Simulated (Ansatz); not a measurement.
# InGa2N3: the cost of one run

Computed with Ansatz 0.2.0 (DFT PBE, scalar-relativistic, plane waves, PAW, unless a step's input says otherwise).

2 further runs of the same task are left out: 2 set aside as unsound or not needed.

## Step 1: The system as given

The structure is orthorhombic, space group Cmc2_1 (No. 36). Conventional cell: a = 10.021 Å, b = 5.780 Å, c = 5.398 Å, α = 90.00°, β = 90.00°, γ = 90.00°. Around In (site symmetry m) lie 4 N at 2.18 to 2.19 Å. Around Ga (site symmetry 1) lie 4 N at 1.97 to 1.98 Å. Around N (site symmetry 1) lie 3 Ga at 1.97 to 1.98 Å and 1 In at 2.18 Å. N (site symmetry m) is surrounded by 2 Ga at 1.97 Å and 2 In at 2.18 to 2.19 Å.

Structure file:

```cif
data_structure
_symmetry_space_group_name_H-M 'P 1'
_symmetry_Int_Tables_number 1
_cell_length_a 5.7843
_cell_length_b 5.7843
_cell_length_c 5.3981
_cell_angle_alpha 90.000
_cell_angle_beta 90.000
_cell_angle_gamma 59.955
_cell_volume 156.34
loop_
_atom_site_label
_atom_site_type_symbol
_atom_site_fract_x
_atom_site_fract_y
_atom_site_fract_z
_atom_site_occupancy
In1 In 0.32537 0.67463 0.98980 1
In2 In 0.67463 0.32537 0.48980 1
Ga1 Ga 0.00702 0.33381 0.99259 1
Ga2 Ga 0.66619 0.99298 0.99259 1
Ga3 Ga 0.99298 0.66619 0.49259 1
Ga4 Ga 0.33381 0.00702 0.49259 1
N1 N 0.02640 0.33371 0.35902 1
N2 N 0.66629 0.97360 0.35902 1
N3 N 0.97360 0.66629 0.85902 1
N4 N 0.33371 0.02640 0.85902 1
N5 N 0.30777 0.69223 0.39498 1
N6 N 0.69223 0.30777 0.89498 1
```

It goes back to an entry of the Materials Project, which need not be the stable form.

It is the result of an earlier relaxation at this level (volume 13.03 Å³/atom; gap on the mesh: 0.87 eV).

The unstrained cell comes from an earlier run at this level (12 atoms, E(σ→0) -28634.7632 eV, gap 0.87 eV over the zone).

## Step 2: Strain -2.0 %

input.yaml

```yaml
crystal:
  lattice:
    - [4.9102734374, -2.8323956339, 0.0]
    - [4.9728199042, 2.9408269035, 0.0]
    - [0.0, 0.0, 5.4250503047]
  atoms:
    - { symbol: In, position: [0.3253743403, 0.6746256597, 0.9897954407] }
    - { symbol: In, position: [0.6746256597, 0.3253743403, 0.4897954407] }
    - { symbol: Ga, position: [0.0070223915, 0.3338071181, 0.9925887727] }
    - { symbol: Ga, position: [0.6661928819, 0.9929776085, 0.9925887727] }
    - { symbol: Ga, position: [0.9929776085, 0.6661928819, 0.4925887727] }
    - { symbol: Ga, position: [0.3338071181, 0.0070223915, 0.4925887727] }
    - { symbol: "N", position: [0.0264035199, 0.3337100347, 0.359024157] }
    - { symbol: "N", position: [0.6662899653, 0.9735964801, 0.359024157] }
    - { symbol: "N", position: [0.9735964801, 0.6662899653, 0.859024157] }
    - { symbol: "N", position: [0.3337100347, 0.0264035199, 0.859024157] }
    - { symbol: "N", position: [0.307770504, 0.692229496, 0.3949797] }
    - { symbol: "N", position: [0.692229496, 0.307770504, 0.8949797] }
basis:
  ecutwfc: 420
kpoints:
  mp_grid: { grid: [6, 6, 6] }
hamiltonian:
  xc: pbe
scf:
  occupations: { method: gaussian, width: 0.02 }
output:
  forces: true
  stress: true
  eigenvalues: true
relax:
  adjacent_minimum: "off"
  f_tol: 0.008
  max_steps: 40
  cell: { stress_tol: 0.015, fix: [a, angles] }
```

Command:

```console
ansatz run input.yaml --threads 2 --pin off --max-ram 5120MiB --backend cpu --events-out ev --progress --plain --runs-dir out
```

Q: Estimate wall time and peak memory on 2 threads of Arm Neoverse V2, shared host.

About 5.6 min, with a peak of 0.88 GiB.
